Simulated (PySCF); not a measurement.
**SbC: from the state search to spectroscopic constants**

One table from this session's results is given with a row withheld; the runs are named, their logs left out.

Computed with PySCF 2.14.0. Level: Sb aug-cc-pVDZ-PP with ECP28, C aug-cc-pVDZ, scalar-relativistic core potentials.

1 further run of the same task is left out (it didn't finish).

Set-up of the first run:

Settings of the job:

| Property | Result |
| --- | --- |
| atoms | Sb, C |
| charge | 0 |
| basis | Sb aug-cc-pVDZ-PP with ECP28, C aug-cc-pVDZ |
| Hamiltonian | scalar-relativistic core potentials |
| basis functions | 55 |
| electrons treated | 29 |
| masses in u | 120.9038, 12.0000 |
| levels | PBE0, PBE, r²SCAN, PBEsol, LDA, M06, HSE06, HF, MP2, SCS-MP2 |
| grid | 80 radial by 434 angular points |
| occupations | held fixed by the projection of orbital angular momentum |
| dissociation limit | Sb + C, each in its ground configuration |
| starting distance in angstrom | 2.075 |
| values of 2S to try | 1, 3, 5 |

The run is started by

```sh
> OMP_NUM_THREADS=1 python dia.py task.json out
```

Steps of the session up to this table: Input; First curve: PBE0; Excited determinants; PBE (GGA); r²SCAN (meta-GGA); PBEsol (GGA); LDA (local density); M06; HSE06 (range-separated hybrid); ROHF.

One of the session's tables, all rows but one given; the rest of the session is left out.

It belongs to the step «The curves together». Energy (eV) from each level's lowest point:

| R (Å) | ROHF | ROHF-MP2 | ROHF-SCS-MP2 | LDA | PBE |
| --- | --- | --- | --- | --- | --- |
| 1.618 | 1.473 | 2.131 | 2.109 | 1.642 | 1.828 |
| 1.693 | ? | ? | ? | ? | ? |
| 1.768 | 0.126 | 0.447 | 0.432 | 0.230 | 0.301 |
| 1.825 | 0.000 | 0.176 | 0.166 | 0.052 | 0.085 |
| 1.881 | 0.011 | 0.037 | 0.032 | 0.000 | 0.000 |
| 1.937 | 0.125 | 0.000 | 0.000 | 0.044 | 0.013 |
| 2.013 | 0.392 | 0.072 | 0.079 | 0.212 | 0.142 |
| 2.107 | 0.842 | 0.305 | 0.318 | 0.531 | 0.414 |
| 2.220 | 1.468 | 0.731 | 0.747 | 0.994 | 0.812 |
| 2.370 | 2.329 | 1.475 | 1.480 | 1.625 | 1.353 |

**Question.** Estimate the row for R (Å) = 1.693.

Worked estimate for «ROHF». A straight line through the neighbours (1.618, 1.473) and (1.768, 0.126) gives 1.473 + (0.126 − 1.473) × (1.693 − 1.618) / (1.768 − 1.618) = 0.800; a parabola fitted to 3 rows on both sides gives 0.616.

As computed: ROHF: 0.578; ROHF-MP2: 1.080; ROHF-SCS-MP2: 1.060; LDA: 0.732; PBE: 0.856. In «ROHF» the line misses by +0.222 and the parabola by +0.038.
